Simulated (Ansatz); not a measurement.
# [Cu(OH)2]- (CuH2O2−): geometry, orbitals and charge

What does [Cu(OH)2]- (CuH2O2−) look like as a singlet, and where do its frontier electrons sit?

The runs use Ansatz 0.2.0, Gaussian basis; RKS PBE0-D4/def2-TZVPD.

The runs, in order: relaxation at r2SCAN-D4/def2-TZVPD; a search for the lowest solution at PBE0-D4/def2-SVP; a single point at PBE0-D4/def2-TZVPD.

### 1 The starting structure

5 atoms, charge -1, spin multiplicity 1.

Atoms are counted from 1 here; the program's logs count them from 0.

Bond lengths: Cu1–O2 1.765 Å, Cu1–O4 1.766 Å, O2–H3 0.961 Å, O4–H5 0.961 Å. Angles: O2–Cu1–O4 179.9°, Cu1–O2–H3 103.9°, Cu1–O4–H5 103.9°.

Coordinates:

```xyz
5
charge -1, multiplicity 1
Cu   -0.00080   -0.00147    0.00057
O     0.03160   -0.00893    1.76491
H    -0.37550    0.82786    2.00646
O    -0.03623    0.00691   -1.76456
H     0.38093   -0.82437   -2.00739
```

Formally the metal is d10. No spin-orbit coupling is included. The ion is computed in the gas phase, without counter-ions or solvent.

The start is a GFN2-xTB geometry.

### 2 Relaxation at r2SCAN-D4/def2-TZVPD

The input, in.yaml:

```yaml
crystal:
  periodic: [false, false, false]
  atoms:
    - {symbol: Cu, position_ang: [-0.000800, -0.001470, 0.000570]}
    - {symbol: O, position_ang: [0.031600, -0.008930, 1.764910]}
    - {symbol: H, position_ang: [-0.375500, 0.827860, 2.006460]}
    - {symbol: O, position_ang: [-0.036230, 0.006910, -1.764560]}
    - {symbol: H, position_ang: [0.380930, -0.824370, -2.007390]}
basis:
  gaussian: {orbitals: def2-TZVPD}
total_charge: -1
hamiltonian: {xc: r2scan, dispersion: d4}
scf: {lower_state_search: "off"}
output: {orbitals: {seedname: orbitals}}
relax: {f_tol: 0.02, max_steps: 100}
```

Command:

```console
$ ansatz run in.yaml --threads 4 --pin off --events-out ev --progress --plain --max-ram 3916MiB
```

After this run come: Searching for the lowest solution, PBE0-D4/def2-SVP; Single point, PBE0-D4/def2-TZVPD.

Q: Predict the results of all the runs planned. Wanted: point group; near neighbours of the metal; HOMO, LUMO at PBE0-D4/def2-TZVPD; charge on the metal.

**Answer**, as computed:

```
                                          quantity             value
                                       point group                C2
                      near neighbours of the metal  O 1.82, O 1.82 Å
                  HOMO, LUMO at PBE0-D4/def2-TZVPD    -0.77, 3.79 eV
charge on the metal (Mulliken, PBE0-D4/def2-TZVPD)           -0.03 e
```

**Reading.** The molecule keeps its bonding pattern by the stored test; the atoms moved 0.34 Å (rms). The Mulliken charge of the metal, -0.03 e, depends on the basis and isn't its oxidation state. No usable vibrations, so a minimum isn't proven. Whether this spin is the lowest isn't tested here.

The anion's highest level is positive in at least one run, so there the basis alone may hold the extra electron.
